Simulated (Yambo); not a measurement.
A run of Yambo 5.3.0:

Contents of optics5.in:

```
optics
chi
Chimod= "HARTREE"
% BndsRnXd
 1 | 25 |
%
NGsBlkXd= 6 Ry
% LongDrXd
 1 | 1 | 0 |
%
% QpntsRXd
 1 | 1 |
%
% EnRngeXd
 0 | 20 | eV
%
% DmRngeXd
 0.1 | 0.1 | eV
%
ETStpsXd= 300
```

Contents of scf.in:

```
&CONTROL
  calculation = 'scf'
  prefix = 'pwscf'
  outdir = './tmp'
  pseudo_dir = './pseudo'
/
&SYSTEM
  ibrav = 0
  nat = 1
  ntyp = 1
  ecutwfc = 76
  nbnd = 16
  occupations = 'smearing'
  smearing = 'fd'
  degauss = 0.00367493
  force_symmorphic = .true.
/
&ELECTRONS
  conv_thr = 2d-10
  electron_maxstep = 120
  mixing_beta = 0.5
/
ATOMIC_SPECIES
Au   196.9666 Au.upf
CELL_PARAMETERS angstrom
   0.0000000000    2.0350000000    2.0350000000
   2.0350000000    0.0000000000    2.0350000000
   2.0350000000    2.0350000000    0.0000000000
ATOMIC_POSITIONS crystal
Au     0.0000000000    0.0000000000    0.0000000000
K_POINTS automatic
18 18 18 0 0 0
```

File nscf.in:

```
&CONTROL
  calculation = 'nscf'
  prefix = 'pwscf'
  outdir = './tmp'
  pseudo_dir = './pseudo'
/
&SYSTEM
  ibrav = 0
  nat = 1
  ntyp = 1
  ecutwfc = 76
  nbnd = 35
  occupations = 'smearing'
  smearing = 'fd'
  degauss = 0.00367493
  force_symmorphic = .true.
/
&ELECTRONS
  conv_thr = 1d-08
  diago_full_acc = .true.
  diago_thr_init = 1d-06
/
ATOMIC_SPECIES
Au   196.9666 Au.upf
CELL_PARAMETERS angstrom
   0.0000000000    2.0350000000    2.0350000000
   2.0350000000    0.0000000000    2.0350000000
   2.0350000000    2.0350000000    0.0000000000
ATOMIC_POSITIONS crystal
Au     0.0000000000    0.0000000000    0.0000000000
K_POINTS automatic
18 18 18 0 0 0
```

Potentials or basis: PseudoDojo 0.4.1 SR PBEsol standard.

Command:

```sh
$ OMP_NUM_THREADS=1 pw.x -in scf.in > scf.out
$ OMP_NUM_THREADS=1 pw.x -in nscf.in > nscf.out
$ cd tmp/pwscf.save; p2y; mv SAVE ../..; cd ../..
$ OMP_NUM_THREADS=1 yambo
$ OMP_NUM_THREADS=1 yambo -F optics5.in -J optics5 -C optics5_out
```

Hardware: 1 thread of Arm Neoverse V2 (shared host).

Question: Estimate the wall time of this run.

Answer: Run time: 110 s on 1 thread of Arm Neoverse V2 (shared host).
